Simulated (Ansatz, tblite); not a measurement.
# (LiOH)3 ring (Li₃H₃O₃): one state, many levels

How do method and basis change the picture of (LiOH)3 ring (Li₃H₃O₃) (singlet)?

The runs use Ansatz 0.2.0, Gaussian basis; as each input shows.

Plan: GFN1-xTB, GFN2-xTB, PBE-D4/def2-TZVP, r2SCAN-D4/def2-TZVP, B97M-V/def2-TZVP, LDA/def2-TZVP, PBE-QIDH/def2-TZVP, LC-ωPBE/def2-TZVP, HSE06-D4/def2-TZVP, r2SCAN0-D4/def2-TZVP, CAM-B3LYP-D4/def2-TZVP, PBE-D4/def2-SVP, PBE0-D4/def2-SVP, CCSD(T)/def2-TZVPP, MP2/def2-TZVP, RPA/def2-TZVP.

## Step 1: The relaxed structure

The singlet was relaxed beforehand with PBE0-D4/def2-SVP.

9 atoms, charge 0, spin multiplicity 1.

Bond lengths: Li1–O2 1.762 Å, Li1–O6 1.761 Å, O2–Li3 1.761 Å, O2–H7 0.958 Å, Li3–O4 1.761 Å, O4–Li5 1.761 Å, O4–H8 0.958 Å, Li5–O6 1.761 Å, O6–H9 0.958 Å. Angles: O2–Li1–O6 135.6°, Li1–O2–Li3 104.4°, Li1–O2–H7 127.8°, Li3–O2–H7 127.8°, O2–Li3–O4 135.6°, Li3–O4–Li5 104.4°, Li3–O4–H8 127.8°, Li5–O4–H8 127.8°, O4–Li5–O6 135.6°, Li1–O6–Li5 104.4°, Li1–O6–H9 127.8°, Li5–O6–H9 127.8°.

PBE0-D4/def2-TZVP was run before; its log isn't repeated, and its numbers join the tables.

## Step 2: GFN1-xTB

Tight binding, by tblite at 300 K electronic temperature and without a spin-polarisation term:

```python
tblite.interface.Calculator('GFN1-xTB', numbers, positions, charge=0, uhf=0).singlepoint()
```

Energy -460.5771 eV, HOMO -11.18 eV, LUMO -5.58 eV; 0.004 s.

## Step 3: GFN2-xTB

Tight binding, by tblite at 300 K electronic temperature and without a spin-polarisation term:

```python
tblite.interface.Calculator('GFN2-xTB', numbers, positions, charge=0, uhf=0).singlepoint()
```

Energy -401.2922 eV, HOMO -9.73 eV, LUMO -5.05 eV; 0.003 s.

## Step 4: PBE-D4/def2-TZVP

start.molden holds the orbitals of an earlier run on this state, given as this run's starting guess.

The input, in.yaml:

```yaml
crystal:
  periodic: [false, false, false]
  atoms:
    - {symbol: Li, position_ang: [-0.256752, 0.674069, 1.436034]}
    - {symbol: O, position_ang: [-0.979376, 1.603544, 0.125775]}
    - {symbol: Li, position_ang: [-0.578343, 0.694793, -1.328800]}
    - {symbol: O, position_ang: [0.298620, -0.791130, -1.682658]}
    - {symbol: Li, position_ang: [0.834996, -1.368450, -0.107343]}
    - {symbol: O, position_ang: [0.677059, -0.814502, 1.557190]}
    - {symbol: H, position_ang: [-1.473719, 2.421807, 0.189492]}
    - {symbol: H, position_ang: [0.452435, -1.193261, -2.538598]}
    - {symbol: H, position_ang: [1.025081, -1.226881, 2.348909]}
basis:
  gaussian: {orbitals: def2-TZVP, initial_orbitals: start.molden}
hamiltonian: {xc: pbe, dispersion: d4}
scf: {omitted_lower_state_checks: [starts]}
output: {orbitals: {seedname: orbitals}}
```

On the command line:

```
$ ansatz run in.yaml --threads 4 --pin off --events-out ev --progress --plain --max-ram 3916MiB
```

Further steps of the session: r2SCAN-D4/def2-TZVP; B97M-V/def2-TZVP; LDA/def2-TZVP; PBE-QIDH/def2-TZVP; LC-ωPBE/def2-TZVP; HSE06-D4/def2-TZVP; r2SCAN0-D4/def2-TZVP; CAM-B3LYP-D4/def2-TZVP; PBE-D4/def2-SVP; PBE0-D4/def2-SVP; CCSD(T)/def2-TZVPP; MP2/def2-TZVP; RPA/def2-TZVP.

**Question.** What will the summary of the whole plan be? Wanted: gap in def2-TZVP, named functionals, smallest and largest; correlation energy, CCSD(T)/def2-TZVPP; correlation energy, MP2/def2-TZVP; binding an atom, CCSD(T)/def2-TZVPP; PBE0 total energy, smallest basis above largest.

The runs gave:

| quantity | value |
| --- | --- |
| gap in def2-TZVP, named functionals, smallest and largest | 4.68 eV (PBE-D4), 11.17 eV (LC-ωPBE) |
| correlation energy, CCSD(T)/def2-TZVPP | -25.62 eV |
| correlation energy, MP2/def2-TZVP | -24.00 eV |
| binding an atom, CCSD(T)/def2-TZVPP | 3.496 eV |
| PBE0 total energy, smallest basis above largest | 7.92 eV (def2-SVP, def2-TZVP) |

**Reading.** Over the named functionals in def2-TZVP the gap runs from 4.68 eV (PBE-D4) to 11.17 eV (LC-ωPBE); exact exchange widens it. The functionals in def2-TZVP miss CCSD(T)/def2-TZVPP by -0.056 (r2SCAN0-D4) to +0.551 eV (LDA) an atom. CCSD(T)/def2-TZVPP isn't at the basis-set limit; small misses against it rank nothing.
